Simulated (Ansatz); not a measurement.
Crystal: WS.

```
CELL_PARAMETERS angstrom
3.00789 0.00000 0.00000
0.00000 3.00789 0.00000
0.00000 0.00000 3.00789
ATOMIC_POSITIONS crystal
W 0.50000 0.50000 0.50000
S 0.00000 0.00000 0.00000
```

The cell was built by a generator and needn't be a form met in nature.

- Program: Ansatz 0.2.0
- Task: relaxation of cell and atoms
- Functional: revPBE
- Dispersion: D4
- Potentials or basis: Ansatz PAW
- Cutoff: 420 eV (not typed: the program's choice for these potentials)
- k mesh: 9 × 9 × 9
- Occupations: fermi-dirac, width 0.05 eV
- Spin: no spin polarisation

At the start: volume 13.61 Å³/atom.

Q: How do energy, volume and symmetry change on relaxing?

A: It ends after 5 steps and the volume is 13.10 Å³/atom (-3.7 %); space group Pm-3m (No. 221, to 0.05 Å).

The path:
```tsv
step	energy change (eV)	largest force (eV/Å)	volume (Å³)
1	0.0000	0.0000	27.21
2	-0.0207	0.0000	25.64
3	-0.0308	0.0000	26.24
4	-0.0308	0.0000	26.20
5	-0.0305	0.0000	26.20
```

Final structure:
```cif
data_structure
_symmetry_space_group_name_H-M 'P 1'
_symmetry_Int_Tables_number 1
_cell_length_a 2.9701
_cell_length_b 2.9701
_cell_length_c 2.9701
_cell_angle_alpha 90.000
_cell_angle_beta 90.000
_cell_angle_gamma 90.000
_cell_volume 26.20
loop_
_atom_site_label
_atom_site_type_symbol
_atom_site_fract_x
_atom_site_fract_y
_atom_site_fract_z
_atom_site_occupancy
W1 W 0.50000 0.50000 0.50000 1
S1 S 0.00000 0.00000 0.00000 1
```

Caveat: the plane-wave basis is chosen anew once the cell has moved, so the energies of steps on either side of that aren't comparable; pairwise dispersion overbinds metals, which lowers pressure and volume; the PAW data sets come from PBE, with cores solved anew for the run's functional, which leaves a small shift of forces and pressure.
